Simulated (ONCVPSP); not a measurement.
# Pseudopotential generation for oxygen: ONCV, PBE

Aim: build the potential from the settings below, then test how well it stands in for the atom: other configurations, scattering, ghost states and the plane-wave cutoff that it needs.

The numbers are computed with ONCVPSP 4.0.1.1 (patched build) (PBE, scalar-relativistic, spin-unpolarised reference atom).

### 1 The atom and the settings

The settings as typed:

- element: oxygen (O, Z = 8)
- type: optimised norm-conserving Vanderbilt (ONCV)
- frozen core: [He]
- valence charge: 6
- reference configuration: 2s2 2p4
- partial waves: 2s: rc 0.60 bohr, ncon 4, nbas 8, qcut 12.1 1/bohr, 3 projectors, debl 1.4 Ha; 2p: rc 1.60 bohr, ncon 3, nbas 6, qcut 7.3 1/bohr, 3 projectors, debl 2.7 Ha; d scattering state at 0.05 Ha: rc 1.70 bohr, ncon 4, nbas 8, qcut 6 1/bohr, 2 projectors, debl 3.8 Ha
- local potential: polynomial inside 0.45 bohr (lpopt 5, dvloc0 0 Ha)
- core correction: not asked for

An earlier all-electron run gives the scale for the radii.

All-electron outer shells of the reference configuration (PBE, scalar-relativistic, ld1.x):

| shell | level (eV) | outermost node (bohr) | outermost maximum (bohr) |
| --- | --- | --- | --- |
| 1s | -514.70 | – | 0.13 |
| 2s | -23.96 | 0.28 | 0.87 |
| 2p | -9.03 | – | 0.82 |

### 2 Generation

The input, O.dat:

```
# ATOM AND REFERENCE CONFIGURATION
# atsym  z   nc   nv     iexc    psfile
  O 8.00    1    2        4      upf
#
#   n    l    f
    1    0    2.00
    2    0    2.00
    2    1    4.00
#
# PSEUDOPOTENTIAL AND OPTIMIZATION
# lmax
    2
#
#   l,   rc,      ep,       ncon, nbas, qcut
    0    0.60    0.00    4    8   12.10
    1    1.60    0.00    3    6    7.30
    2    1.70    0.05    4    8    6.00
#
# LOCAL POTENTIAL
# lloc, lpopt,  rc(5),   dvloc0
    4    5    0.45    0.00
#
# VANDERBILT-KLEINMAN-BYLANDER PROJECTORs
# l, nproj, debl
    0    3    1.40
    1    3    2.70
    2    2    3.80
#
# MODEL CORE CHARGE
# icmod, fcfact, rcfact
    0    0.00    0.00
#
# LOG DERIVATIVE ANALYSIS
# epsh1, epsh2, depsh
   -2.00    5.00    0.02
#
# OUTPUT GRID
# rlmax, drl
    6.00    0.01
#
# TEST CONFIGURATIONS
# ncnf
    4
# nvcnf
#   n    l    f
    2
    2    0    2.00
    2    1    3.00
#
    2
    2    0    2.00
    2    1    2.00
#
    2
    2    0    2.00
    2    1    1.00
#
    2
    2    0    1.00
    2    1    5.00
#
```

Run with:

```console
$ oncvpsp.x < O.dat > O.out
```

Q: Predict the outcome of this session. Wanted: cutoffs for 1 and 0.1 mHa per electron, occupied waves; bound ghosts; GHOST(+) flags; largest test error; largest phase difference near zero energy, channels read.

The runs gave:

| quantity | value |
| --- | --- |
| cutoffs for 1 and 0.1 mHa per electron, occupied waves | 142 Ha and 463 Ha |
| bound ghosts | s at -540.32 eV, d at -834.27 eV |
| GHOST(+) flags | s at 509 eV |
| largest test error (AE − PS) | +1605 meV, for 2s2 2p1 |
| largest phase difference near zero energy, channels read | 0.000 rad |

In words: A bound ghost (s, d) makes it unfit for use: electrons can fall into a state that the atom doesn't have. Close by lies the frozen 1s level (-514.7 eV). The worst unpolarised test, 2s2 2p1, is off by 1605 meV on 103.9 eV; by total energies transferability rates as poor. That test lies far up in energy; among those under 40 eV, nearer to bonding, the largest error is 55 meV. It counts as very hard, with 142 Ha needed at the looser tolerance. The tighter tolerance needs 463 Ha, and converged work needs a cutoff nearer that. At the looser tolerance the 2s wave is the slowest; 2p needs 21 Ha. Near zero energy the phases of the channels with partial waves agree within 0.001 rad. The program also flags highly localised states, GHOST(+) (s). All of this concerns the isolated atom, not yet a solid.
